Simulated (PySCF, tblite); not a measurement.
# C₆H₁₀N₂SSi: geometry, infrared bands and NMR shifts

Aim: predict the infrared bands and NMR shifts of C₆H₁₀N₂SSi (`C=Cc1cc(S[SiH2]C)n[nH]1`).

Programs: tblite 0.8.0 and PySCF 2.14.0, with density-fitted response routines of our own. Each step states its level of theory. These are calculated values for one molecule in the gas phase, unless marked as measured. Atoms count from 0, in the outputs and in this text.

## Step 1: Starting geometry

20 atoms, charge 0, multiplicity 1; geometry from: force field or distance geometry start.

Bonds of the start (Å): C0–C1 1.34, C1–C2 1.45, C2–C3 1.38, C3–C4 1.37, C4–S5 1.79, S5–Si6 2.14, Si6–C7 1.86, C4–N8 1.35, N8–N9 1.32, N9–C2 1.35, C0–H10 1.09, C0–H11 1.09, C1–H12 1.09, C3–H13 1.09, Si6–H14 1.46, Si6–H15 1.50, C7–H16 1.11, C7–H17 1.10, C7–H18 1.12, N9–H19 1.05.

## Step 2: Optimising the geometry with GFN2-xTB

What the job is given:

```
{"job": {"kind": "relax", "xc": "GFN2-xTB", "basis": "xTB"}, "charge": 0, "multiplicity": 1}
C      4.388600    -0.133900    -0.175000
C      3.242100    -0.778200    -0.420200
C      2.021900    -0.008800    -0.594800
C      0.753100    -0.488700    -0.858300
C     -0.136300     0.552200    -0.954600
S     -1.893100     0.405900    -1.289900
Si    -2.867200     0.263200     0.611000
C     -4.543500    -0.525800     0.480300
N      0.611300     1.658200    -0.774300
N      1.872000     1.332100    -0.555800
H      5.324300    -0.672400    -0.029100
H      4.413300     0.957200    -0.114500
H      3.240400    -1.872200    -0.451700
H      0.547300    -1.554800    -0.940300
H     -3.041400     1.555500     1.273900
H     -1.986200    -0.587900     1.471800
H     -4.426000    -1.609300     0.694300
H     -5.236300    -0.007600     1.153700
H     -4.948300    -0.485400    -0.558000
H      2.658600     2.011200    -0.381100
```

The run is started by

```
$ OMP_NUM_THREADS=1 python probes_run.py task.json out
```

This one command runs all jobs of the session in turn.

**Question.** This job is followed by: GFN2-xTB harmonic vibrations, gas phase; GIAO PBE0/pcSseg-1 NMR shielding, non-relativistic, gas phase. Predict these results of the whole session: strongest single infrared mode (GFN2-xTB); zero-point energy (GFN2-xTB); 13C shifts against TMS (PBE0/pcSseg-1); 1H shifts against TMS (PBE0/pcSseg-1, means over atoms taken as alike); 33S shifts against CS2 (PBE0/pcSseg-1); 29Si shifts against TMS (PBE0/pcSseg-1); 15N shifts against NH3 (PBE0/pcSseg-1).

As calculated:

| quantity | value |
| --- | --- |
| strongest single infrared mode (GFN2-xTB) | 2299 cm⁻¹, 346 km/mol |
| zero-point energy (GFN2-xTB) | 91.8 kcal/mol |
| 13C shifts against TMS (PBE0/pcSseg-1) | 154.3, 146.1, 132.5, 116.1, 112.4, -5.0 ppm |
| 1H shifts against TMS (PBE0/pcSseg-1, means over atoms taken as alike) | 9.43, 6.78, 6.22, 5.67, 5.47, 5.20, 0.35 ppm |
| 33S shifts against CS2 (PBE0/pcSseg-1) | -129 ppm |
| 29Si shifts against TMS (PBE0/pcSseg-1) | -28.3 ppm |
| 15N shifts against NH3 (PBE0/pcSseg-1) | 324.2, 207.3 ppm |

What this shows: Relaxing lowered the energy by 0.808 eV in 201 steps; the close pair that moved most is C4–S5, from 1.794 to 1.731 Å. All 54 modes are real, so the xTB geometry is a minimum. The strongest single mode, at 2299 cm⁻¹, moves mainly H15. GFN2-xTB is a fitted tight-binding method: band positions and strengths are rough. Its intensities can rank the bands wrongly. At PBE0/pcSseg-1: The widest tensor belongs to S5: span 497 ppm, with a paramagnetic part of -427 ppm. NICS(1)zz of -25 ppm above the planar ring from C2 marks a diatropic (aromatic) ring current.
